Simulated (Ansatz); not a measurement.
# AlClFGeH4N: the cost of one run

Program: Ansatz 0.2.0. Level of theory: RKS PBE-D4/def2-SVP. These are calculated values, not measurements.

**1. The starting structure**

Bond lengths: N1–Al2 1.893 Å, Al2–Cl3 2.182 Å, Al2–Ge4 2.361 Å, Ge4–F5 1.791 Å, N1–H6 1.060 Å, N1–H7 1.086 Å, Ge4–H8 1.553 Å, Ge4–H9 1.614 Å. Angles: N1–Al2–Cl3 118.5°, N1–Al2–Ge4 121.9°, Cl3–Al2–Ge4 119.6°, Al2–N1–H6 108.4°, Al2–N1–H7 105.8°, H6–N1–H7 101.1°, Al2–Ge4–F5 111.4°, Al2–Ge4–H8 110.6°, Al2–Ge4–H9 111.5°, F5–Ge4–H8 107.0°, F5–Ge4–H9 107.8°, H8–Ge4–H9 108.3°.

Structure file:

```xyz
9

N     1.5996    0.9562   -1.1071
Al    0.8992   -0.2694    0.1538
Cl    2.2934   -1.4048    1.3899
Ge   -1.4237   -0.6085    0.4040
F    -2.3586    0.4176   -0.7276
H     2.0509    1.7580   -0.5802
H     0.7396    1.4527   -1.5463
H    -1.7980   -2.0831    0.0933
H    -1.9139   -0.2651    1.9032
```

**2. Relaxing end A**

Contents of input.yaml:

```yaml
crystal:
  periodic: [false, false, false]
  atoms:
    - { symbol: "N", position_ang: [1.5996, 0.9562, -1.1071] }
    - { symbol: Al, position_ang: [0.8992, -0.2694, 0.1538] }
    - { symbol: Cl, position_ang: [2.2934, -1.4048, 1.3899] }
    - { symbol: Ge, position_ang: [-1.4237, -0.6085, 0.404] }
    - { symbol: F, position_ang: [-2.3586, 0.4176, -0.7276] }
    - { symbol: H, position_ang: [2.0509, 1.758, -0.5802] }
    - { symbol: H, position_ang: [0.7396, 1.4527, -1.5463] }
    - { symbol: H, position_ang: [-1.798, -2.0831, 0.0933] }
    - { symbol: H, position_ang: [-1.9139, -0.2651, 1.9032] }
basis:
  gaussian: { orbitals: def2-SVP }
hamiltonian:
  xc: pbe
  dispersion: d4
relax:
  f_tol: 0.02
  max_steps: 50
```

Launch:

```bash
ansatz run input.yaml --threads 2 --pin off --max-ram 3072MiB --backend cpu --events-out ev --progress --plain --runs-dir out
```

What time and memory should one allow on 2 threads of Arm Neoverse V1, shared host?

About 47 s, with a peak of 0.18 GiB.
